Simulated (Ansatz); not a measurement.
# H2C11O (Diamond): the cost of one run

Program: Ansatz 0.2.0. Level of theory: DFT LDA, scalar-relativistic, plane waves, PAW. These are calculated values, not measurements.

3 further runs of the same task are left out: 3 set aside as unsound or not needed.

### Step 1. The starting structure

Symmetry: Pmm2, No. 25, orthorhombic system. The conventional cell has a = 2.497 Å, b = 4.995 Å, c = 26.288 Å, α = 90.00°, β = 90.00°, γ = 90.00°. H (site symmetry m) has 1 H at 0.64 Å as nearest neighbours. C (site symmetry mm2) is surrounded by 2 H at 1.14 Å. C (site symmetry m) has 4 C at 1.53 Å as nearest neighbours. Around C (site symmetry mm2) lie 4 C at 1.53 Å. Only part of the 18 independent sites is listed.

Coordinates:

```
CELL_PARAMETERS angstrom
4.99463 0.00000 0.00000
0.00000 2.49732 0.00000
0.00000 0.00000 26.28758
ATOMIC_POSITIONS crystal
H 0.25000 0.12728 0.32335
H 0.25000 0.87272 0.32335
H 0.75000 0.87272 0.32335
H 0.75000 0.12728 0.32335
C 0.25000 0.50000 0.34839
C 0.75000 0.50000 0.34839
C 0.50000 0.50000 0.38197
C 0.00000 0.50000 0.38197
C 0.50000 0.00000 0.41556
C 0.00000 0.00000 0.41556
C 0.75000 0.00000 0.44915
C 0.25000 0.00000 0.44915
C 0.75000 0.50000 0.48274
C 0.25000 0.50000 0.48274
C 0.00380 0.50000 0.51636
C 0.49620 0.50000 0.51636
C 0.00434 0.00000 0.54994
C 0.49566 0.00000 0.54994
C 0.25000 0.00000 0.58661
C 0.75000 0.00000 0.58075
C 0.25000 0.50000 0.62220
C 0.75000 0.50000 0.61229
C 0.51791 0.50000 0.65234
C 0.98209 0.50000 0.65234
C 0.61283 0.00000 0.67797
C 0.88717 0.00000 0.67797
```

Planes are indexed in the bulk's conventional cell (Fd-3m (No. 227)), a = 3.532 Å, b = 3.532 Å, c = 3.532 Å, α = 90.00°, β = 90.00°, γ = 90.00°.

This (100) slab, 9.3 Å thick as cut, with 17 Å of vacuum, in a 2×1 surface cell; its outer planes are C (top) and C (bottom), was relaxed beforehand with its lower half held: -5395.8744 eV, gap on the mesh 0.57 eV (a mesh can miss band crossings, so it may be none), dipole along +c -0.207 e·Å per cell.

### Step 2. O put at a hollow over C site

Contents of input.yaml:

```yaml
crystal:
  lattice:
    - [4.9946312227, 0.0, 0.0]
    - [0.0, 2.4973156114, 0.0]
    - [0.0, 0.0, 29.2875800178]
  atoms:
    - { symbol: H, position: [0.25, 0.1272757853, 0.2902254128] }
    - { symbol: H, position: [0.25, 0.8727242147, 0.2902254128] }
    - { symbol: H, position: [0.75, 0.8727242147, 0.2902254128] }
    - { symbol: H, position: [0.75, 0.1272757853, 0.2902254128] }
    - { symbol: C, position: [0.25, 0.5, 0.3127003322] }
    - { symbol: C, position: [0.75, 0.5, 0.3127003322] }
    - { symbol: C, position: [0.5, 0.5, 0.3428473911] }
    - { symbol: C, position: [0.0, 0.5, 0.3428473911] }
    - { symbol: C, position: [0.5, 0.0, 0.3729944501] }
    - { symbol: C, position: [0.0, 0.0, 0.3729944501] }
    - { symbol: C, position: [0.75, 0.0, 0.4031415091] }
    - { symbol: C, position: [0.25, 0.0, 0.4031415091] }
    - { symbol: C, position: [0.75, 0.5, 0.433288568] }
    - { symbol: C, position: [0.25, 0.5, 0.433288568] }
    - { symbol: C, position: [0.0038003712, 0.5, 0.463468755] }
    - { symbol: C, position: [0.4961996288, 0.5, 0.463468755] }
    - { symbol: C, position: [0.004341482, 0.0, 0.4936055746] }
    - { symbol: C, position: [0.495658518, 0.0, 0.4936055746] }
    - { symbol: C, position: [0.25, 0.0, 0.5265193924] }
    - { symbol: C, position: [0.75, 0.0, 0.5212634363] }
    - { symbol: C, position: [0.25, 0.5, 0.5584628071] }
    - { symbol: C, position: [0.75, 0.5, 0.5495730892] }
    - { symbol: C, position: [0.517908802, 0.5, 0.5855159526] }
    - { symbol: C, position: [-0.017908802, 0.5, 0.5855159526] }
    - { symbol: C, position: [0.6128261604, 0.0, 0.6085226865] }
    - { symbol: C, position: [0.8871738396, 0.0, 0.6085226865] }
    - { symbol: O, position: [0.53839026, 0.0, 0.6570828424] }
    - { symbol: O, position: [0.96160974, 0.0, 0.6570828424] }
basis:
  ecutwfc: 420
kpoints:
  mp_grid: { grid: [6, 11, 1] }
hamiltonian:
  xc: lda
scf:
  occupations: { method: gaussian, width: 0.05 }
output:
  forces: true
  eigenvalues: true
  write_density: true
  write_potential: true
  elf: true
  volumetric_format: npy
relax:
  adjacent_minimum: "off"
  f_tol: 0.03
  max_steps: 70
  constraints: [{ sites: [0, 1, 2, 3, 4, 5, 6, 7, 8, 9, 10, 11, 12, 13] }]
efield:
  axis: 3
  dipole_correction: true
```

Launch:

```console
ansatz run input.yaml --threads 2 --pin off --max-ram 5120MiB --backend cpu --events-out ev --progress --plain --runs-dir out
```

**Question.** How long does this run take on 2 threads of Intel Xeon at 2.50GHz (Skylake/Cascade Lake), shared host, and how much memory does it need?

About 23 min, with a peak of 1 GiB.
